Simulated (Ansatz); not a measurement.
Run this with Ansatz's Python interface and show what comes out.

Script `fatbands.py`:
```python
"""Orbital character of the bands of Li2RuN2."""

from pathlib import Path
import sys

import ansatz
import pandas as pd
from pymatgen.core import Lattice, Structure
from pymatgen.io.ase import AseAtomsAdaptor

pmg_structure = Structure(
    Lattice([(3.164233, 0.0, 0.0), (-1.582116, 2.740306, 0.0), (0.0, 0.0, 5.21145)]),
    ["Li", "Li", "Ru", "N", "N"],
    [
        (2 / 3, 1 / 3, 0.36018),
        (1 / 3, 2 / 3, 0.63982),
        (0.0, 0.0, 0.0),
        (2 / 3, 1 / 3, 0.786989),
        (1 / 3, 2 / 3, 0.213011),
    ],
)
cell = ansatz.Crystal.from_ase(AseAtomsAdaptor.get_atoms(pmg_structure))

points = {"G": (0.0, 0.0, 0.0), "M": (0.5, 0.0, 0.0), "K": (0.33333, 0.33333, 0.0), "A": (0.0, 0.0, 0.5), "L": (0.5, 0.0, 0.5), "H": (0.33333, 0.33333, 0.5)}
calc = cell.calculation()
calc = calc.functional(ansatz.Functional.LDA).basis(20 * ansatz.Ha, xc_grid=3)
calc = calc.accuracy("low")
calc = calc.kpoints(10, 10, 6)
calc = calc.occupations("Methfessel-Paxton", width=0.05)
calc = calc.mixing("anderson", preconditioner="none")
calc = calc.scf(extra_bands=6)
calc = calc.band_structure(list(points.values()), intervals=1).fat_bands()
try:
    done = calc.run()
except ansatz.NonConvergedError as error:
    sys.exit(f"no convergence: {error}")
except ansatz.RefusalError as error:
    sys.exit(f"input refused: {error}")
data = done.report
file = Path(done.write_results("results")) / "fatbands.tsv"
names = file.read_text().splitlines()[0].lstrip("# ").split("\t")
table = pd.read_csv(file, sep="\t", comment="#", names=names)
near = table[table.e_minus_ef.abs() < 4]
for ik, label in enumerate(points):
    print(label)
    for _, row in near[near.ik == ik].iterrows():
        main = row[names[4:]].astype(float).nlargest(2)
        print(f"   band {int(row.band):3d} {row.e_minus_ef:7.3f} eV  " + ", ".join(f"{k} {v:.2f}" for k, v in main.items()))
```

Output of `python fatbands.py`:
```text
G
   band  11  -1.790 eV  ru2_l2_4D 0.99, n3_l1_2P 0.00
   band  12  -1.790 eV  ru2_l2_4D 0.99, n3_l1_2P 0.00
   band  13  -1.273 eV  n3_l1_2P 0.48, n4_l1_2P 0.48
   band  14  -1.271 eV  n3_l1_2P 0.49, n4_l1_2P 0.49
   band  15  -1.271 eV  n3_l1_2P 0.49, n4_l1_2P 0.49
   band  16  -0.360 eV  ru2_l2_4D 0.62, n3_l1_2P 0.11
   band  17   3.141 eV  ru2_l2_4D 0.42, n3_l1_2P 0.26
   band  18   3.141 eV  ru2_l2_4D 0.42, n3_l1_2P 0.26
M
   band  12  -2.838 eV  n3_l1_2P 0.48, n4_l1_2P 0.48
   band  13  -2.620 eV  n3_l1_2P 0.45, n4_l1_2P 0.45
   band  14  -1.374 eV  ru2_l2_4D 0.72, n3_l1_2P 0.10
   band  15  -0.588 eV  ru2_l2_4D 1.00, n3_l1_2P 0.00
   band  16   0.058 eV  ru2_l2_4D 0.72, n3_l1_2P 0.11
   band  17   3.090 eV  ru2_l2_4D 0.47, n3_l1_2P 0.12
   band  18   3.428 eV  ru2_l2_4D 0.46, n3_l1_2P 0.26
K
   band  11  -4.000 eV  n3_l1_2P 0.31, n4_l1_2P 0.31
   band  12  -4.000 eV  n3_l1_2P 0.31, n4_l1_2P 0.31
   band  13  -3.053 eV  n3_l1_2P 0.48, n4_l1_2P 0.48
   band  14  -1.263 eV  ru2_l2_4D 0.88, n3_l1_2P 0.05
   band  15   0.291 eV  ru2_l2_4D 0.62, n3_l1_2P 0.18
   band  16   0.291 eV  ru2_l2_4D 0.62, n3_l1_2P 0.18
   band  17   2.902 eV  ru2_l2_4D 0.52, n3_l1_2P 0.16
   band  18   2.902 eV  ru2_l2_4D 0.52, n3_l1_2P 0.16
A
   band  11  -3.119 eV  n3_l1_2P 0.34, n4_l1_2P 0.34
   band  12  -1.810 eV  ru2_l2_4D 0.99, n3_l1_2P 0.00
   band  13  -1.810 eV  ru2_l2_4D 0.99, n3_l1_2P 0.00
   band  14  -1.444 eV  n3_l1_2P 0.49, n4_l1_2P 0.49
   band  15  -1.444 eV  n3_l1_2P 0.49, n4_l1_2P 0.49
   band  16   0.396 eV  ru2_l2_4D 0.52, n3_l1_2P 0.18
   band  17   3.471 eV  ru2_l2_4D 0.42, n3_l1_2P 0.28
   band  18   3.471 eV  ru2_l2_4D 0.42, n3_l1_2P 0.28
L
   band  12  -2.503 eV  n3_l1_2P 0.48, n4_l1_2P 0.48
   band  13  -2.037 eV  n3_l1_2P 0.48, n4_l1_2P 0.48
   band  14  -1.658 eV  ru2_l2_4D 0.73, n3_l1_2P 0.09
   band  15  -0.592 eV  ru2_l2_4D 1.00, n3_l1_2P 0.00
   band  16  -0.010 eV  ru2_l2_4D 0.75, n3_l1_2P 0.10
   band  17   2.947 eV  ru2_l2_4D 0.46, n3_l1_2P 0.23
   band  18   3.302 eV  ru2_l2_4D 0.51, n3_l1_2P 0.14
   band  19   3.904 eV  li0_l0_2S 0.07, li1_l0_2S 0.07
H
   band  11  -3.968 eV  n3_l1_2P 0.45, n4_l1_2P 0.45
   band  12  -3.824 eV  n3_l1_2P 0.31, n4_l1_2P 0.31
   band  13  -3.824 eV  n3_l1_2P 0.31, n4_l1_2P 0.31
   band  14  -1.222 eV  ru2_l2_4D 0.91, n3_l1_2P 0.04
   band  15   0.083 eV  ru2_l2_4D 0.64, n3_l1_2P 0.16
   band  16   0.083 eV  ru2_l2_4D 0.64, n3_l1_2P 0.16
   band  17   3.213 eV  ru2_l2_4D 0.50, n3_l1_2P 0.19
   band  18   3.213 eV  ru2_l2_4D 0.50, n3_l1_2P 0.19
```

These settings explore the input space; cutoff and mesh may be short of convergence. Spin is left out of this run. The mesh is modest for a metal, so energies can be off by several to tens of meV an atom and pressures by half a GPa or more; differences at equal mesh fare better. This cell is a computed structure, which may not be the phase found in nature. Levels are Kohn-Sham eigenvalues on this mesh, without spin-orbit coupling. Energies are less the Fermi level and bands count from 0. Only the largest channels are printed, equivalent atoms hold more, and in degenerate sets the split between sites is arbitrary; shells that the potentials lack have no channel. Finished in 5.8 s on 1 thread of Arm Neoverse V2, on a shared host, peak memory 0.51 GiB.

(Lines on the test bed's own set-up are left out of the output.)
